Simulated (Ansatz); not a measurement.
# C4H5F3: the cost of one run

Computed with Ansatz 0.2.0, Gaussian basis. Level: the settings change from run to run.

### Step 1. The geometry

An earlier PBE0-D4 in a triple-zeta def2 set relaxation fixed the geometry.

SMILES `C/C=C(\F)C(F)F`, 12 atoms, charge 0, spin multiplicity 1.

Atoms are counted from 1 here; the program's logs count them from 0.

Bond lengths: C1–C2 1.486 Å, C1–H8 1.094 Å, C1–H9 1.094 Å, C1–H10 1.089 Å, C2–C3 1.320 Å, C2–H11 1.084 Å, C3–F4 1.342 Å, C3–C5 1.494 Å, C5–F6 1.358 Å, C5–F7 1.350 Å, C5–H12 1.096 Å. Angles: C2–C1–H8 110.6°, C2–C1–H9 110.5°, C2–C1–H10 111.8°, H8–C1–H9 106.8°, H8–C1–H10 108.6°, H9–C1–H10 108.4°, C1–C2–C3 125.2°, C1–C2–H11 119.0°, C3–C2–H11 115.9°, C2–C3–F4 122.5°, C2–C3–C5 127.0°, F4–C3–C5 110.5°, C3–C5–F6 110.1°, C3–C5–F7 110.6°, C3–C5–H12 112.0°, F6–C5–F7 107.8°, F6–C5–H12 107.4°, F7–C5–H12 108.8°.

### Step 2. PBE0-DH/aug-cc-pVTZ

Set apart from the defaults: charge -1, multiplicity 2, atoms shaken by 0.03 Å, density fitting with def2-universal-jkfit.

in.yaml reads:

```yaml
crystal:
  periodic: [false, false, false]
  atoms:
    - {symbol: C, position_ang: [-0.312801, -1.919890, 0.324552]}
    - {symbol: C, position_ang: [0.341898, -0.589225, 0.150909]}
    - {symbol: C, position_ang: [-0.331976, 0.567041, -0.147425]}
    - {symbol: F, position_ang: [-1.587993, 0.514904, -0.432350]}
    - {symbol: C, position_ang: [0.362910, 1.843682, -0.358728]}
    - {symbol: F, position_ang: [-0.131650, 2.729354, 0.630669]}
    - {symbol: F, position_ang: [1.647088, 1.838633, -0.227440]}
    - {symbol: H, position_ang: [0.097731, -2.687670, -0.347750]}
    - {symbol: H, position_ang: [-0.241848, -2.224777, 1.305778]}
    - {symbol: H, position_ang: [-1.399671, -1.848498, 0.172207]}
    - {symbol: H, position_ang: [1.415926, -0.568652, 0.311179]}
    - {symbol: H, position_ang: [0.084068, 2.248569, -1.425239]}
basis:
  gaussian: {orbitals: aug-cc-pVTZ, fitting: {mean_field: def2-universal-jkfit}}
total_charge: -1
magnetization: {spin_polarized: true, initial_magnetization: 1}
hamiltonian: {xc: {name: PBE0-DH}}
output: {forces: true}
```

Command:

```
ansatz run in.yaml --threads 4 --pin off --events-out ev --progress --plain --max-ram 11315MiB
```

What time and memory should one allow on 4 threads of Intel Xeon Platinum 8488C, shared host?

About 2.5 min, with a peak of 2 GiB.
